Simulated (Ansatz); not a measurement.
**Cl₃GeH₂N: one species, many methods**

Aim: compute Cl₃GeH₂N with functionals from several rungs and with coupled cluster, and see how far each lands from CCSD(T) at the basis-set limit for the atomisation energy.

Method: functionals in def2-TZVPP, the program's frozen cores in correlated methods; program: Ansatz 0.2.0, Gaussian basis.

Levels to be run: LDA (SPW92), PBE-D4, revPBE-D4, BLYP-D4, r2SCAN-D4, B97M-V, PBE0-D4, B3LYP-D4, r2SCANh-D4, r2SCAN0-D4, HSE06-D4, BHLYP-D4, CAM-B3LYP-D4, LC-ωPBE, ωB97X-V, ωB97M-V, B2PLYP, PBE-QIDH; CCSD(T)/def2-SVP; CCSD(T)/def2-TZVPP; MP2/def2-QZVPP; extrapolation to the limit; RPA on PBE.

### 1 The relaxed structure

An earlier PBE0-D4 in a triple-zeta def2 set relaxation fixed the geometry.

SMILES `[NH2][Ge]([Cl])([Cl])[Cl]`, 7 atoms, charge 0, spin multiplicity 1.

Atoms are counted from 1 here; the program's logs count them from 0.

Bond lengths: N1–Ge2 1.803 Å, N1–H6 1.011 Å, N1–H7 1.011 Å, Ge2–Cl3 2.123 Å, Ge2–Cl4 2.123 Å, Ge2–Cl5 2.140 Å. Angles: Ge2–N1–H6 114.1°, Ge2–N1–H7 114.1°, H6–N1–H7 110.1°, N1–Ge2–Cl3 108.1°, N1–Ge2–Cl4 108.1°, N1–Ge2–Cl5 115.5°, Cl3–Ge2–Cl4 110.8°, Cl3–Ge2–Cl5 107.2°, Cl4–Ge2–Cl5 107.1°.

Geometry (Å):

```xyz
7

N    -0.4773    0.5459    0.9859
Ge    0.1887   -0.3960   -0.3998
Cl    1.6827   -1.7037    0.3509
Cl   -1.4024   -1.4935   -1.2771
Cl    1.0882    0.7642   -1.9569
H     0.2210    1.0526    1.5136
H    -1.2396    1.1624    0.7378
```

### 2 LDA

This LDA is Slater exchange with PW92 correlation.

The input, in.yaml:

```yaml
crystal:
  periodic: [false, false, false]
  atoms:
    - {symbol: N, position_ang: [-0.477283, 0.545929, 0.985879]}
    - {symbol: Ge, position_ang: [0.188664, -0.396014, -0.399836]}
    - {symbol: Cl, position_ang: [1.682717, -1.703692, 0.350935]}
    - {symbol: Cl, position_ang: [-1.402428, -1.493517, -1.277146]}
    - {symbol: Cl, position_ang: [1.088227, 0.764184, -1.956950]}
    - {symbol: H, position_ang: [0.220958, 1.052564, 1.513571]}
    - {symbol: H, position_ang: [-1.239556, 1.162445, 0.737846]}
basis:
  gaussian: {orbitals: def2-TZVPP}
hamiltonian: {xc: lda}
output: {orbitals: {seedname: orbitals}}
```

Launch:

```
ansatz run in.yaml --threads 4 --pin off --events-out ev --progress --plain --max-ram 10444MiB
```

The runs that follow: PBE-D4 (GGA); revPBE-D4 (GGA); BLYP-D4 (GGA); r2SCAN-D4 (meta-GGA); B97M-V (meta-GGA); B3LYP-D4 (hybrid); r2SCANh-D4 (hybrid); r2SCAN0-D4 (hybrid); HSE06-D4 (hybrid); BHLYP-D4 (hybrid); CAM-B3LYP-D4 (range-separated); LC-ωPBE (range-separated); ωB97X-V (range-separated); ωB97M-V (range-separated); B2PLYP (double hybrid); PBE-QIDH (double hybrid); CCSD(T) in def2-SVP; CCSD(T) in def2-TZVPP; MP2 in def2-QZVPP; RPA on PBE orbitals.

Q: Predict the results of all the runs planned. Wanted: atomisation energy, CCSD(T)/CBS; farthest beyond LDA; mean size of error, GGA; mean size of error, meta-GGA; mean size of error, hybrid; mean size of error, range-separated; mean size of error, double hybrid; gap, smallest and largest; T1 diagnostic.

**Answer**, as computed:

| quantity | value |
| --- | --- |
| atomisation energy, CCSD(T)/CBS | 2161.3 kJ/mol |
| functionals within 21.6 kJ/mol (1.0 %) | r2SCAN-D4, PBE0-D4, r2SCANh-D4, HSE06-D4, ωB97X-V, ωB97M-V, PBE-QIDH |
| farthest beyond LDA | BHLYP-D4 (-102.4 kJ/mol) |
| mean size of error, GGA | 35.2 kJ/mol |
| mean size of error, meta-GGA | 17.7 kJ/mol |
| mean size of error, hybrid | 33.0 kJ/mol |
| mean size of error, range-separated | 21.5 kJ/mol |
| mean size of error, double hybrid | 30.8 kJ/mol |
| gap, smallest and largest | 4.62 eV (LDA (SPW92)), 12.45 eV (LC-ωPBE) |
| T1 diagnostic | 0.0095 |
| triples share of the correlation energy | 4.1 % |

In words: The LDA atomisation energy is off by 353.8 kJ/mol (16 %): it overbinds. PBE-D4 is off by +43.9 kJ/mol. Double hybrids carry the basis error of their MP2 part in triple zeta, and no dispersion term here, so their miss is partly the set-up's. The rungs meta-GGA, range-separated miss on average by less than the doubt on the reference (21.6 kJ/mol), so they tie. The reference freezes the cores and leaves out relativity and excitations past (T), and its outer-core shells are covered unevenly, so misses under about 21.6 kJ/mol can't be ranked. Hartree-Fock recovers 67 % of the binding; the rest is correlation. CCSD(T) in def2-SVP is off by -214.3 kJ/mol, worse than the median functional, from the basis alone. Orbital gaps span 4.6 to 12.5 eV; exact exchange widens them. Correlated methods include outer-core shells of Ge, which these sets cover unevenly.
